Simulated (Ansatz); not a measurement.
# CH9GaSSi2: the cost of one run

Method: the settings change from run to run; program: Ansatz 0.2.0, Gaussian basis.

**1. The molecule**

An earlier PBE0-D4 in a triple-zeta def2 set relaxation fixed the geometry.

SMILES `C[SiH2]S[SiH2][GaH2]`, 14 atoms, charge 0, spin multiplicity 1.

Atoms are counted from 1 here; the program's logs count them from 0.

Bond lengths: C1–Si2 1.876 Å, C1–H6 1.098 Å, C1–H7 1.094 Å, C1–H8 1.094 Å, Si2–S3 2.132 Å, Si2–H9 1.484 Å, Si2–H10 1.487 Å, S3–Si4 2.156 Å, Si4–Ga5 2.417 Å, Si4–H11 1.491 Å, Si4–H12 1.489 Å, Ga5–H13 1.574 Å, Ga5–H14 1.571 Å. Angles: Si2–C1–H6 111.5°, Si2–C1–H7 110.6°, Si2–C1–H8 111.1°, H6–C1–H7 105.5°, H6–C1–H8 110.8°, H7–C1–H8 107.2°, C1–Si2–S3 112.2°, C1–Si2–H9 110.2°, C1–Si2–H10 108.8°, S3–Si2–H9 105.3°, S3–Si2–H10 111.0°, H9–Si2–H10 109.2°, Si2–S3–Si4 99.4°, S3–Si4–Ga5 109.7°, S3–Si4–H11 109.3°, S3–Si4–H12 104.2°, Ga5–Si4–H11 113.5°, Ga5–Si4–H12 112.2° and more.

**2. HSE06/def2-mTZVPP**

This run has a grid of angular degree 47, finite nuclei, high accuracy.

Input file in.yaml:

```yaml
crystal:
  periodic: [false, false, false]
  atoms:
    - {symbol: C, position_ang: [-0.312559, 1.538114, 0.201139]}
    - {symbol: Si, position_ang: [-0.949578, 0.385321, 1.537019]}
    - {symbol: S, position_ang: [-1.362047, -1.568025, 0.787740]}
    - {symbol: Si, position_ang: [0.501675, -1.957539, -0.223800]}
    - {symbol: Ga, position_ang: [0.900388, -0.244247, -1.881254]}
    - {symbol: H, position_ang: [0.751540, 1.364530, -0.007082]}
    - {symbol: H, position_ang: [-0.379347, 2.579644, 0.528645]}
    - {symbol: H, position_ang: [-0.907326, 1.447388, -0.712901]}
    - {symbol: H, position_ang: [-2.243017, 0.881993, 2.069405]}
    - {symbol: H, position_ang: [0.046672, 0.333576, 2.639256]}
    - {symbol: H, position_ang: [1.594083, -2.075705, 0.783818]}
    - {symbol: H, position_ang: [0.309024, -3.299789, -0.838694]}
    - {symbol: H, position_ang: [2.260241, 0.545820, -1.935436]}
    - {symbol: H, position_ang: [-0.209749, 0.068930, -2.947865]}
basis:
  gaussian: {orbitals: def2-mTZVPP, final_grid: {core_spheres: 20, valence_spheres: 16, degree: 47}, nuclear_model: gaussian}
hamiltonian: {xc: {name: HSE06}}
accuracy: high
output: {forces: true}
```

The run is started by

```bash
$ ansatz run in.yaml --threads 2 --pin off --events-out ev --progress --plain --max-ram 32768MiB --backend cpu
```

What time and memory should one allow on 2 threads of AMD EPYC 7R13, shared host?

About 20 s, with a peak of 1.2 GiB.
